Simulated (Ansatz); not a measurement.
A nudged elastic band was laid between two geometries of a periodic cell of 31 atoms, Al₃₀Si (host Al, host structure fcc, dopant Si, one Al atom removed).

Theory: DFT r2SCAN, scalar-relativistic, plane waves, PAW (Ansatz). Settings: PAW set soft_1, cutoff 500 eV, k mesh 2x2x2, fermi-dirac smearing 0.1 eV, no spin polarisation.

| Item | Value |
| --- | --- |
| movable images | 3 |
| climbing image | yes |
| spring | 5.0 eV/Å² |
| optimiser | quadratic models (default) |
| start path | default |
| force threshold | 0.2 eV/Å |
| iteration limit | 50 |
| end points | relaxed |

Image 0:

```xyz
31
Lattice="8.1000 0.0000 0.0000 0.0000 8.1000 0.0000 0.0000 0.0000 8.1000" Properties=species:S:1:pos:R:3
Al 4.076 -0.009 0.022
Al 6.054 2.019 0.019
Si 6.016 -0.013 1.962
Al -0.018 -0.010 0.015
Al 2.047 2.021 0.016
Al 4.072 4.040 0.018
Al 6.053 6.063 0.019
Al 2.052 -0.010 1.993
Al 4.073 2.019 2.000
Al 6.055 4.040 2.001
Al 4.069 -0.010 4.028
Al 6.061 1.996 4.025
Al 6.046 -0.010 6.099
Al -0.006 4.040 0.022
Al 2.047 6.061 0.017
Al -0.022 1.995 2.008
Al 2.046 4.039 1.998
Al 4.072 6.063 2.000
Al 2.046 2.019 4.031
Al 4.076 4.040 4.041
Al 6.062 6.086 4.025
Al 2.044 -0.011 6.089
Al 4.070 2.021 6.094
Al 6.052 4.040 6.093
Al -0.022 6.087 2.008
Al -0.015 4.039 4.031
Al 2.046 6.062 4.031
Al -0.015 2.019 6.092
Al 2.039 4.041 6.085
Al 4.070 6.061 6.094
Al -0.015 6.063 6.092
```

Image 4:

```xyz
31
Lattice="8.1000 0.0000 0.0000 0.0000 8.1000 0.0000 0.0000 0.0000 8.1000" Properties=species:S:1:pos:R:3
Al 4.033 0.000 -0.017
Al 6.092 2.028 -0.020
Si 8.154 0.000 4.104
Al 0.030 0.000 -0.028
Al 2.006 2.030 -0.021
Al 4.038 4.050 -0.012
Al 6.092 6.072 -0.020
Al 2.008 0.000 2.045
Al 4.030 2.028 2.042
Al 6.092 4.050 2.042
Al 4.022 0.000 4.080
Al 6.099 2.003 4.065
Al 6.095 0.000 6.058
Al 0.024 4.050 -0.021
Al 2.006 6.070 -0.021
Al 0.015 2.003 2.049
Al 2.001 4.050 2.033
Al 4.030 6.072 2.042
Al 2.004 2.027 4.073
Al 4.029 4.050 4.074
Al 6.099 6.097 4.065
Al 1.998 0.000 6.048
Al 4.029 2.030 6.056
Al 6.083 4.050 6.051
Al 0.015 6.097 2.049
Al 0.020 4.050 4.070
Al 2.004 6.073 4.073
Al 0.023 2.027 6.054
Al 2.005 4.050 6.055
Al 4.029 6.070 6.056
Al 0.023 6.073 6.054
```

What changes between the two ends?

The atom that moves furthest is Si3, by 3.03 Å; four of its nearest neighbours are Al1 2.74, Al7 2.81, Al18 2.81, Al2 2.81 Å at the first end and Al22 2.75, Al27 2.81, Al19 2.81, Al31 2.81 Å at the last.

What energy profile does the band end with?

The forces met the threshold. The highest image is number 2 of 0 to 4, 0.69 eV above the ends, which have the same energy within 2 meV. The threshold of 0.2 eV/Å is loose, so the images may lie well off the minimum-energy path. The order of the point at the top wasn't checked. Limits of this set-up: coarse k mesh, no spin, though dangling bonds at a vacancy may carry it, a small cell, in which the defect meets its images, a typed lattice constant that wasn't relaxed here.

| image | path coordinate (Å) | energy (eV) |
| --- | --- | --- |
| 0 | 0.00 | 0.00 |
| 1 | 0.76 | 0.39 |
| 2 | 1.52 | 0.69 |
| 3 | 2.29 | 0.39 |
| 4 | 3.05 | 0.00 |

What is the geometry of the highest image?


```xyz
31
Lattice="8.1000 0.0000 0.0000 0.0000 8.1000 0.0000 0.0000 0.0000 8.1000" Properties=species:S:1:pos:R:3
Al 4.048 -0.005 -0.004
Al 6.057 2.052 -0.012
Si 7.085 -0.006 3.033
Al -0.032 -0.005 0.016
Al 2.022 2.043 0.002
Al 4.040 4.045 -0.012
Al 6.058 6.039 -0.012
Al 2.008 -0.005 2.056
Al 4.040 2.052 2.006
Al 6.087 4.045 2.035
Al 4.068 -0.005 4.016
Al 6.058 2.075 4.067
Al 6.108 -0.005 6.056
Al 0.021 4.045 -0.018
Al 2.022 6.047 0.002
Al 0.019 2.075 2.006
Al 2.043 4.045 2.003
Al 4.040 6.039 2.006
Al 2.037 2.052 4.067
Al 4.033 4.045 4.070
Al 6.058 6.015 4.067
Al 2.028 -0.005 6.076
Al 4.054 2.043 6.070
Al 6.055 4.045 6.091
Al 0.019 6.015 2.006
Al -0.010 4.045 4.038
Al 2.036 6.038 4.067
Al 0.019 2.052 6.085
Al 2.036 4.045 6.084
Al 4.054 6.047 6.070
Al 0.019 6.038 6.085
```

The band took 2 iterations and of the order of 5 core-minutes.

Time of the run: 94 s on 4 threads of Intel(R) Xeon(R) 6975P-C (Granite Rapids) (shared host), peak memory 4.2 GiB.
